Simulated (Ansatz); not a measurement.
# CoTePb2O6 (database structure): how the settings move a single-point run

Aim: see which settings change the result for CoTePb2O6 (database structure), by how much, and at what cost.

Program: Ansatz 0.2.0. Level of theory: reference: DFT PBEsol, plane waves, PAW, scalar-relativistic, no spin polarisation. These are calculated values, not measurements.

1 further run of the same task is left out (set aside as unsound or not needed).

**1. The structure to begin with**

The structure is tetragonal, space group I4/mmm (No. 139). The conventional cell has a = 5.614 Å, b = 5.614 Å, c = 7.937 Å, α = 90.00°, β = 90.00°, γ = 90.00°. Around Pb (site symmetry -4m2) lie 12 O at 2.81 Å. Co (site symmetry 4/mmm) has 6 O at 2.06 to 2.08 Å as nearest neighbours. Te (site symmetry 4/mmm) is surrounded by 6 O at 1.89 to 1.91 Å. O (site symmetry m2m) is surrounded by 1 Te at 1.89 Å and 1 Co at 2.08 Å. O (site symmetry 4mm) has 1 Te at 1.91 Å and 1 Co at 2.06 Å as nearest neighbours.

As a file:

```xyz
10
Lattice="-2.8069 2.8069 3.9683 2.8069 -2.8069 3.9683 2.8069 2.8069 -3.9683" Properties=species:S:1:pos:R:3 pbc="T T T"
Pb    2.8069    0.0000    1.9842
Pb    0.0000    2.8069    1.9842
Co    0.0000    0.0000    0.0000
Te    0.0000    0.0000    3.9683
O     1.4677    1.4677    0.0000
O     1.3392   -1.3392    3.9683
O     1.3392    1.3392    3.9683
O    -1.3392    1.3392    3.9683
O     0.0000    0.0000    2.0604
O     0.0000    0.0000    5.8763
```

**2. Baseline**

File input.yaml:

```yaml
crystal:
  lattice:
    - [-2.806871, 2.806871, 3.968323]
    - [2.806871, -2.806871, 3.968323]
    - [2.806871, 2.806871, -3.968323]
  atoms:
    - { symbol: Pb, position: [0.25, 0.75, 0.5] }
    - { symbol: Pb, position: [0.75, 0.25, 0.5] }
    - { symbol: Co, position: [0.0, 0.0, 0.0] }
    - { symbol: Te, position: [0.5, 0.5, 0.0] }
    - { symbol: O, position: [0.26145, 0.26145, 0.5229] }
    - { symbol: O, position: [0.26145, 0.73855, 0.0] }
    - { symbol: O, position: [0.73855, 0.73855, 0.4771] }
    - { symbol: O, position: [0.73855, 0.26145, 0.0] }
    - { symbol: O, position: [0.2596, 0.2596, 0.0] }
    - { symbol: O, position: [0.7404, 0.7404, 0.0] }
  symmetry: { tolerance: 0.0003 }
kpoints:
  mp_grid: { grid: [5, 5, 5], shift: [0, 0, 0] }
magnetization:
  spin_polarized: false
scf:
  occupations: { method: fermi_dirac, width: 0.0126 }
hamiltonian:
  pseudopotentials: { kind: paw }
  xc: pbesol
basis:
  ecutwfc: 420
output:
  forces: true
  stress: true
  eigenvalues: true
  write_density: true
  write_potential: true
  elf: true
  volumetric_format: npy
```

Launch:

```
$ ansatz run input.yaml --threads 1 --pin off --max-ram 2560MiB --backend cpu --events-out ev --progress --plain --runs-dir out
```

**3. Variant: scf.algorithm direct_min, chi_scale 0.3, ecutrho_ratio 6**

input.yaml, as its differences from that of step 2:

```diff
@@ -23,2 +23,4 @@
   occupations: { method: fermi_dirac, width: 0.0126 }
+  algorithm: direct_min
+  initial_density: { chi_scale: 0.3 }
 hamiltonian:
@@ -28,2 +30,3 @@
   ecutwfc: 420
+  ecutrho_ratio: 6
 output:
```

**4. Changing settings: hubbard.sites [{species: Co, l: d, u_eff: 4.0}], hubbard.double_counting fll, ecutrho_ratio 4**

input.yaml, as its differences from that of step 2:

```diff
@@ -26,4 +26,6 @@
   xc: pbesol
+  hubbard: { sites: [{ species: Co, l: d, u_eff: 4.0 }], double_counting: fll }
 basis:
   ecutwfc: 420
+  ecutrho_ratio: 4
 output:
@@ -32,5 +34 @@
   eigenvalues: true
-  write_density: true
-  write_potential: true
-  elf: true
-  volumetric_format: npy
```

**5. Changing settings: mp_grid.grid [2, 2, 2], spin_polarized true, dispersion d3bjatm**

input.yaml, as its differences from that of step 2:

```diff
@@ -18,5 +18,5 @@
 kpoints:
-  mp_grid: { grid: [5, 5, 5], shift: [0, 0, 0] }
+  mp_grid: { grid: [2, 2, 2], shift: [0, 0, 0] }
 magnetization:
-  spin_polarized: false
+  spin_polarized: true
 scf:
@@ -26,2 +26,3 @@
   xc: pbesol
+  dispersion: d3bjatm
 basis:
@@ -32,5 +33 @@
   eigenvalues: true
-  write_density: true
-  write_potential: true
-  elf: true
-  volumetric_format: npy
```

What does the calculation give? Wanted: for each run, ending; energy change; pressure; gap; abs. moment; force.

As calculated:

| run | ending | energy change | pressure (GPa) | gap (eV) | abs. moment (μB) | force (eV/Å) | cycles | time |
| --- | --- | --- | --- | --- | --- | --- | --- | --- |
| reference | converged | 0 | 1.1 | 0.00 | 0.00 | 2.16 | 8 | 18 s |
| 1: scf.algorithm direct_min, chi_scale 0.3, ecutrho_ratio 6 | converged | 0.0 meV/atom | 1.1 | 0.00 | 0.00 | 2.16 | 8 | 75 s |
| 2: hubbard.sites [{species: Co, l: d, u_eff: 4.0}], hubbard.double_counting fll, ecutrho_ratio 4 | converged | +199.4 meV/atom (U changed: no physical gain or loss) | 1.4 | 0.00 | 0.00 | 2.14 | 15 | 29 s |
| 3: mp_grid.grid [2, 2, 2], spin_polarized true, dispersion d3bjatm | converged | -229.2 meV/atom (offset of the dispersion model) | 2.4 | - | 3.10 | 0.99 | 24 | 62 s |

Times don't compare one to one where runs were asked for different outputs or read a saved state (see the inputs); cycles may leave out searches for a lower state.

Residual by cycle in the longest SCF loop of each run; runs are numbered as in the table. The quantity is the density residual dr2, in eV.

```
cycle  reference   run 1    run 2    run 3
    1      0.258     341      126      127
    2     0.0402    42.3      562     15.3
    4     1.8e-4  0.0674     2.43      2.1
    5     1.7e-5  5.7e-4    0.488     1.18
    6     5.5e-6  9.3e-6   0.0318    0.096
    7     2.6e-7  4.4e-7   0.0124    0.101
    9          -       -  0.00431   0.0167
   10          -       -  0.00128  0.00141
   11          -       -   7.0e-5   2.5e-4
   12          -       -   6.2e-6   4.3e-5
   14          -       -   2.4e-7   2.8e-6
   15          -       -   1.6e-8   8.8e-8
```

What this shows: «scf.algorithm direct_min, chi_scale 0.3, ecutrho_ratio 6» leaves the energy as it was. A changed U is a change of model: its shifts are not errors of convergence.

The reference is no final answer either: it has no spin polarisation, so a magnetic state may lie lower; its mesh is coarse for a cell with so small a gap or none; the cell is far from equilibrium (forces up to 2.2 eV/Å), so its values aren't those of the relaxed material.
